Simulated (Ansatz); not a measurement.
# CH₃AlClFSe: taking an electron away

One table from this session's results is given with a row withheld; the runs are named, their logs left out.

The runs use Ansatz 0.2.0, Gaussian basis; unrestricted cation, the program's frozen cores in correlated methods.

Plan: UKS PBE-D4/def2-TZVPP; UKS r2SCAN-D4/def2-TZVPP; UKS PBE0-D4/def2-TZVPP; UKS B3LYP-D4/def2-TZVPP; UKS wB97X-V/def2-TZVPP; UKS wB97M-V/def2-TZVPP; UKS B2PLYP/def2-TZVPP; UHF-CCSD(T)/def2-TZVPP; UHF-MP2/def2-QZVPP; extrapolation to the limit; then −ε(HOMO) from the neutral's earlier runs with LDA (SPW92), PBE-D4, revPBE-D4, BLYP-D4, r2SCAN-D4, B97M-V, PBE0-D4, B3LYP-D4, r2SCANh-D4, r2SCAN0-D4, HSE06-D4, BHLYP-D4, CAM-B3LYP-D4, LC-ωPBE, ωB97X-V, ωB97M-V.

1 further run of the same task is left out (it didn't finish).

## The geometry

All runs share one geometry, relaxed beforehand with PBE0-D4 in a triple-zeta def2 set.

SMILES `C[Se][Al]([F])[Cl]`, 8 atoms, charge 0, spin multiplicity 1.

Atoms are counted from 1 here; the program's logs count them from 0.

Bond lengths: C1–Se2 1.967 Å, C1–H6 1.086 Å, C1–H7 1.086 Å, C1–H8 1.088 Å, Se2–Al3 2.281 Å, Al3–F4 1.640 Å, Al3–Cl5 2.084 Å. Angles: Se2–C1–H6 110.4°, Se2–C1–H7 110.4°, Se2–C1–H8 105.5°, H6–C1–H7 110.6°, H6–C1–H8 109.9°, H7–C1–H8 109.9°, C1–Se2–Al3 98.2°, Se2–Al3–F4 119.6°, Se2–Al3–Cl5 121.8°, F4–Al3–Cl5 118.6°.

The first run:

in.yaml reads:

```yaml
crystal:
  periodic: [false, false, false]
  atoms:
    - {symbol: C, position_ang: [-0.793303, -0.353853, 1.147104]}
    - {symbol: Se, position_ang: [0.838834, -1.155473, 0.397828]}
    - {symbol: Al, position_ang: [1.115839, 0.259259, -1.370138]}
    - {symbol: F, position_ang: [2.383705, 0.043908, -2.387166]}
    - {symbol: Cl, position_ang: [-0.202236, 1.830928, -1.736318]}
    - {symbol: H, position_ang: [-1.608386, -0.416028, 0.431616]}
    - {symbol: H, position_ang: [-0.612713, 0.678956, 1.431403]}
    - {symbol: H, position_ang: [-1.029540, -0.944796, 2.029771]}
basis:
  gaussian: {orbitals: def2-TZVPP}
total_charge: 1
magnetization: {spin_polarized: true, initial_magnetization: 1}
hamiltonian: {xc: pbe, dispersion: d4}
```

The run is started by

```bash
$ ansatz run in.yaml --threads 2 --pin off --events-out ev --progress --plain --max-ram 32768MiB --backend cpu
```

Among the steps run: Cation, UKS PBE-D4/def2-TZVPP; Cation, UKS r2SCAN-D4/def2-TZVPP; Cation, UKS PBE0-D4/def2-TZVPP; Cation, UKS B3LYP-D4/def2-TZVPP; Cation, UKS wB97X-V/def2-TZVPP; Cation, UKS wB97M-V/def2-TZVPP; Cation, UKS B2PLYP (frozen core)/def2-TZVPP; Cation, UHF-CCSD(T)/def2-TZVPP; Cation, UHF-MP2/def2-QZVPP.

One table of the session follows, with a row left open; its other results are not shown here.

Orbital estimates, from the neutral's runs:

```
  functional  −ε(HOMO) (eV)
 LDA (SPW92)           6.31
      PBE-D4           6.16
   revPBE-D4           6.10
     BLYP-D4           5.98
   r2SCAN-D4           6.42
      B97M-V           6.46
     PBE0-D4           7.29
    B3LYP-D4           7.04
  r2SCANh-D4           6.83
  r2SCAN0-D4           7.45
    HSE06-D4           6.89
    BHLYP-D4           8.25
CAM-B3LYP-D4           8.54
     LC-ωPBE              ?
     ωB97X-V           9.55
     ωB97M-V           9.41
```

Estimate the missing values for LC-ωPBE.

The run gave: −ε(HOMO) (eV): 9.90. In the column «−ε(HOMO) (eV)» it is the highest.
